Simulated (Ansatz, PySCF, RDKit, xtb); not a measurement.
**BSiH2Cl2F: from the formula to a structure**

Only the formula BSiH2Cl2F is given. Aim: find the structure of lowest free energy at 298.15 K, then its properties.

The funnel: GFN2-xTB relaxations, single points with a density functional, relaxations at B3LYP-D3(BJ)/def2-SVP, harmonic vibrations, and a last energy at a higher level. All values are calculated.

7 further runs of the same task are left out: 7 set aside as unsound or not needed.

### 1 Candidates

A program enumerates the bonding patterns with one Lewis structure each (two rings at most, one unusual centre or charged pair), with their diastereomers. O–O, O–halogen and N–halogen bonds and N–N–N chains are not drawn. That gives 10 candidates.

```
label                SMILES     spin
 c040   F[B@H-](Cl)[SiH+]Cl  singlet
 c073    F[Si+](Cl)[BH2-]Cl  singlet
 c246    F[SiH+][BH-](Cl)Cl  singlet
 c268    F[BH2-][Si+](Cl)Cl  singlet
 c289        FB(Cl)[SiH2]Cl  singlet
 c358        F[Si@H](Cl)BCl  singlet
 c617        F[SiH2]B(Cl)Cl  singlet
 c681         FB[SiH](Cl)Cl  singlet
 c830        B[Si](F)(Cl)Cl  singlet
 c864  F[B-]([SiH2+])(Cl)Cl  singlet
```

Candidates are built by distance geometry, with a force field where one applies, in up to four conformers (letters a to d). 16 starts with atoms placed at random are added, to find patterns that the rules miss.

**Question.** With final energies at CCSD(T)/def2-SVP + MP2/def2-TZVPP - MP2/def2-SVP, which structure will this search put lowest in free energy, and by what margin?

| quantity | value |
| --- | --- |
| lowest structure found | FB(Cl)[SiH2]Cl, singlet, Cs |
| next finalist | FB[SiH](Cl)Cl, singlet, 2.5 kcal/mol higher in G |
| share at equilibrium, among the finalists | 98.5 % |
| harmonic wavenumbers, lowest and highest (B3LYP-D3(BJ)/def2-SVP) | 16 and 2230 cm⁻¹ |
| rotational constants, same geometry | 0.1155, 0.04665, 0.03362 cm⁻¹ |
| dipole moment (PBE0/def2-TZVPD) | 1.03 D |
| HOMO energy (PBE0/def2-TZVPD) | -8.68 eV |
| LUMO energy (PBE0/def2-TZVPD) | -2.03 eV |
| HOMO–LUMO gap (PBE0/def2-TZVPD) | 6.65 eV |
| lowest excitation (TD-PBE0/def2-SVPD) | 5.31 eV (f = 0.010) |
| strongest of the states computed, same level | 7.17 eV (f = 0.073) |
| lowest triplet excitation, same level, Tamm-Dancoff | 4.36 eV |
| vertical ionisation energy | 10.68 eV |
| vertical electron affinity | 0.24 eV |
| vertical triplet less singlet | +4.35 eV |

The lowest structure found is `FB(Cl)[SiH2]Cl`. The margin, 2.5 kcal/mol, is modest. r2SCAN-D4/def2-SVP, B3LYP-D3(BJ)/def2-SVP, HF/def2-SVP and MP2/def2-SVP already put its bonding pattern lowest among the structures in one piece; GFN2-xTB favours the singlet F[Si@H](Cl)BCl (c358b, not a finalist); HF/STO-3G favours the singlet FB[SiH](Cl)Cl. One minimum inside the window was never screened. Lowest found is not proven lowest: the search is finite, and each finalist counts with one conformer. Patterns outside the rules of the enumeration were met only by chance.
